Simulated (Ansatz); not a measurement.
# GaNHCl (triplet): from Hartree-Fock to the top rungs, cc-pVDZ

One table from this session's results is given with a row withheld; the runs are named, their logs left out.

Method: cc-pVDZ, core rule «outside noble gas», up to 20 orbitals frozen; program: Ansatz 0.2.0, Gaussian basis.

The runs, in order: UHF; CCSD(T) on ROHF; CCSD(T) on UHF; BCCD(T) on ROHF; CISD as a restricted active space (open shells left free, so some higher excitations enter); CCSDT(Q) on ROHF; CCSDT(Q) on UHF.

24 further runs of the same task are left out: 6 for a known fault of the program, 4 that didn't finish, 14 set aside as unsound or not needed. Runs told in other sessions of the task aren't counted.

**What is computed**

The geometry is a PBE0/def2-TZVP stationary point (not a proven minimum). No spin-orbit coupling is included. The filled d shell of Ga may be among the frozen orbitals whatever the setting's name suggests.

4 atoms, charge 0, spin multiplicity 3.

Atoms are counted from 1 here; the program's logs count them from 0.

Bond lengths: Cl1–Ga3 2.172 Å, N2–Ga3 1.943 Å, N2–H4 1.029 Å. Angles: Ga3–N2–H4 109.6°, Cl1–Ga3–N2 113.6°.

Set-up of the first run:

Contents of in.yaml:

```yaml
crystal:
  periodic: [false, false, false]
  atoms:
    - {symbol: Cl, position_ang: [0.000000, 0.334515, 1.618034]}
    - {symbol: N, position_ang: [0.000000, 1.033293, -1.756376]}
    - {symbol: Ga, position_ang: [0.000000, -0.386699, -0.430861]}
    - {symbol: H, position_ang: [0.000000, 0.624237, -2.700788]}
basis:
  gaussian: {orbitals: cc-pVDZ}
magnetization: {spin_polarized: true, initial_magnetization: 2}
hamiltonian: {xc: hf}
output: {orbitals: {seedname: orbitals}}
```

Command:

```
ansatz run in.yaml --threads 1 --pin off --events-out ev --progress --plain --max-ram 2393MiB
```

Steps of the session up to this table: UHF; CCSD(T) on ROHF; CCSD(T) on UHF; BCCD(T) on ROHF; CISD as a restricted active space (open shells left free, so some higher excitations enter); CCSDT(Q) on ROHF; CCSDT(Q) on UHF.

One table of the session follows, with a row left open; its other results are not shown here.

```
   method  from UCCSDT(Q) (kcal/mol)
     ROHF                    +226.83
      UHF                    +220.77
     RMP2                     +27.61
     UMP2                     +28.05
    RCCSD                      +7.17
    UCCSD                      +6.75
 RCCSD(T)                      +1.44
 UCCSD(T)                      +1.32
  BCCD(T)                      +1.44
   RCCSDT                      +0.72
   UCCSDT                          ?
RCCSDT(Q)                      +0.19
UCCSDT(Q)                          0
```

**Question.** Estimate the row for UCCSDT.

The run gave: from UCCSDT(Q) (kcal/mol): +0.57. In the column «from UCCSDT(Q) (kcal/mol)» it lies between RCCSDT(Q) (+0.19) and RCCSDT (+0.72).

Not comparable, so not listed: CISD as a restricted active space (open shells left free, so some higher excitations enter) (they don't share determinant, frozen orbitals or solution with the rows shown, or repeat one).

Caveats from the session: Restricted and unrestricted rows rest on different reference determinants; a gap between their highest levels can come from leftover correlation error, from unlike frozen cores or from another state.
